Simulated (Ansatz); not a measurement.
# Iron, dhcp under LDA: from relaxation to bulk modulus

The plan for iron in the dhcp structure: relax it, solve it on a dense k-mesh, then scale the cell to 7 volumes from 88 to 112 % of the relaxed one and try a fit of the equation of state. Spin polarisation is left out, though the real metal is magnetic, so this state lies above the ground state. The k-meshes are 14×14×4 for the relaxation; 20×20×6 for the dense run; 17×17×5 for the volumes.

Method: DFT LDA (PW92), plane waves (420 eV) with PAW, scalar-relativistic; PAW files made under PBE, frozen cores solved again for the functional, in Ansatz 0.2.0.

## 1. Starting point

It takes space group P6_3/mmc (No. 194, hexagonal). Conventional cell: a = 2.554 Å, b = 2.554 Å, c = 8.341 Å, α = 90.00°, β = 90.00°, γ = 120.00°. Around Fe (site symmetry -3m) lie 12 Fe at 2.55 Å. Around Fe (site symmetry -6m2) lie 12 Fe at 2.55 Å.

Coordinates:

```
CELL_PARAMETERS angstrom
2.55376 0.00000 0.00000
-1.27688 2.21162 0.00000
0.00000 0.00000 8.34057
ATOMIC_POSITIONS crystal
Fe 0.00000 0.00000 0.00000
Fe 0.00000 0.00000 0.50000
Fe 0.33333 0.66667 0.25000
Fe 0.66667 0.33333 0.75000
```

## 2. Relaxation of the cell

The input, input.yaml:

```yaml
crystal:
  lattice:
    - [2.5537576109, 0.0, 0.0]
    - [-1.2768788055, 2.2116189662, 0.0]
    - [0.0, 0.0, 8.3405723573]
  atoms:
    - { symbol: Fe, position: [0.0, 0.0, 0.0] }
    - { symbol: Fe, position: [0.0, 0.0, 0.5] }
    - { symbol: Fe, position: [0.3333333333, 0.6666666667, 0.25] }
    - { symbol: Fe, position: [0.6666666667, 0.3333333333, 0.75] }
hamiltonian:
  xc: lda
  pseudopotentials:
    kind: paw
    azcp:
      Fe: "pseudopotentials/Fe.paw.azcp"
basis:
  ecutwfc: 420
  fft_grid_basis: typed
kpoints:
  mp_grid: { grid: [14, 14, 4], shift: [0, 0, 0] }
magnetization:
  spin_polarized: false
scf:
  occupations: { method: fermi_dirac, width: 0.1 }
relax:
  max_steps: 60
  f_tol: 0.01
  cell: {}
output:
  write_density: true
  write_potential: true
  elf: true
  volumetric_format: npy
```

The runs that follow: Dense single point; At 88 % of the relaxed volume; At 92 % of the relaxed volume; At 96 % of the relaxed volume; At 100 % of the relaxed volume; At 104 % of the relaxed volume; At 108 % of the relaxed volume; At 112 % of the relaxed volume.

**Question.** What will these runs give? Wanted: space group; conventional cell; volume; shortest distance; gap on the mesh; relative to bcc, ferromagnetic; V₀, B₀, B₀′.

**Answer**, as computed:

| quantity | value |
| --- | --- |
| space group (spins left aside) | P6_3/mmc (No. 194) |
| conventional cell | a = 2.397 Å, c = 7.715 Å (c/a = 3.218) |
| volume | 9.599 Å³/atom |
| shortest distance | 2.374 Å |
| gap on the mesh | none (levels filled in part) |
| relative to bcc, ferromagnetic | -98 meV/atom |
| V₀, B₀, B₀′ | 9.584 Å³/atom, 346 GPa, 4.5 |

What this shows: From the guessed start the volume shrank by 18.5 % in 9 steps. Against the reference form of iron (bcc, ferromagnetic, computed apart with the same settings) it stands 98 meV/atom lower, so this level prefers it, against what is seen in nature. No gap shows: it is a metal or semimetal at this level. B₀ comes out at 346 GPa, among the stiffest elements; letting shape and positions relax at each volume could only lower it. The symmetry was held, so the structure may be unstable against distortions that break it.
